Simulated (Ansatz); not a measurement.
What does this script print? It uses Ansatz 0.2.0 through its Python package.

`sio2.extxyz`
```text
6
Lattice="4.1773 0.0 0.0 0.0 4.1773 0.0 0.0 0.0 2.6652" Properties=species:S:1:pos:R:3 pbc="T T T"
Si    0.00000000    0.00000000    0.00000000
Si    2.08865000    2.08865000    1.33260000
O     1.27783607    1.27783607    0.00000000
O     0.81081393    3.36648607    1.33260000
O     2.89946393    2.89946393    0.00000000
O     3.36648607    0.81081393    1.33260000
```

`sio2.py`
```python
'''Point defect (interstitial) in SiO2.'''

import ansatz as az
import numpy as np

CUTOFF_EV = 470
KMESH = (2, 2, 2)
OCCUPATIONS = 'fermi_dirac'
WIDTH_EV = 0.02

xtal = az.Crystal.from_extxyz('sio2.extxyz')
host = xtal.supercell(1, 1, 2)
defective = host.interstitial('H', at=[0.0, 0.5, 0.25])

def with_settings(structure):
    return (
        structure.calculation()
        .functional(az.Functional.PBE)
        .basis(CUTOFF_EV)
        .kpoints(*KMESH)
        .pseudopotentials('paw')
        .occupations(OCCUPATIONS, width=WIDTH_EV)  # the run then minimises F = E - TS
        .band_table()  # levels at the mesh points
    )


# the dielectric constant is a typed guess; take it from a response run in earnest
perfect = with_settings(host).run(threads=1, pin='off').report
setup = with_settings(defective).charge(1).charged_corrections(epsilon=8.0).forces()
outcome = setup.run(threads=1, pin='off')
data = outcome.report

n_host, n_defect = len(perfect['lattice']['sites']), len(data['lattice']['sites'])
print(f'perfect cell: {n_host} atoms, F = {perfect["free_energy_ev"]:.4f} eV')
print(f'defect cell:  {n_defect} atoms, F = {data["free_energy_ev"]:.4f} eV')
# chemical potentials are still to be added to this difference
print(f'difference {data["free_energy_ev"] - perfect["free_energy_ev"]:.4f} eV (no chemical potentials)')
print(f'point-charge correction {outcome.charged_corrections().monopole_ev:.3f} eV at charge {1:+d}')

for site in outcome.lattice.sites:
    print(f'{site.symbol:2s}', ' '.join(f'{v:8.4f}' for v in site.position_ang))
```

Output of `python sio2.py`:
```text
perfect cell: 12 atoms, F = -7093.9025 eV
defect cell:  13 atoms, F = -7119.5683 eV
difference -25.6658 eV (no chemical potentials)
point-charge correction 0.552 eV at charge +1
Si   0.0000   0.0000   0.0000
Si   2.0886   2.0886   1.3326
O    1.2778   1.2778   0.0000
O    0.8108   3.3665   1.3326
O    2.8995   2.8995   0.0000
O    3.3665   0.8108   1.3326
Si   0.0000   0.0000   2.6652
Si   2.0886   2.0886   3.9978
O    1.2778   1.2778   2.6652
O    0.8108   3.3665   3.9978
O    2.8995   2.8995   2.6652
O    3.3665   0.8108   3.9978
H    0.0000   2.0886   0.6663
```

Caveats:
- Total energies depend on the potentials; only differences at equal settings carry meaning. A total without «per atom» is that of the whole cell that was run.
- Energy and stress may still move on a finer k-point mesh.
- The atoms stand at ideal sites; relaxing them can change energy and levels by an eV or more.
- The difference holds no chemical potentials.
- This is a high-temperature or high-pressure form, not the ambient phase.
- In a crystal with a gap the Fermi level's place inside it depends on smearing and mesh.
- The starting cell is as deposited in a crystallographic database; the results hold for this polymorph, which needn't be the stable one.
- The supercell is small, so the defect meets its images and the energies aren't those of an isolated defect; a partly filled defect level may also lower its energy by spin or distortion. For a charged cell the difference holds no correction, alignment or term for the electrons' reservoir.
- It ran for 4.8 s on 1 thread of Arm Neoverse V2 (shared host), peak memory 0.41 GiB.
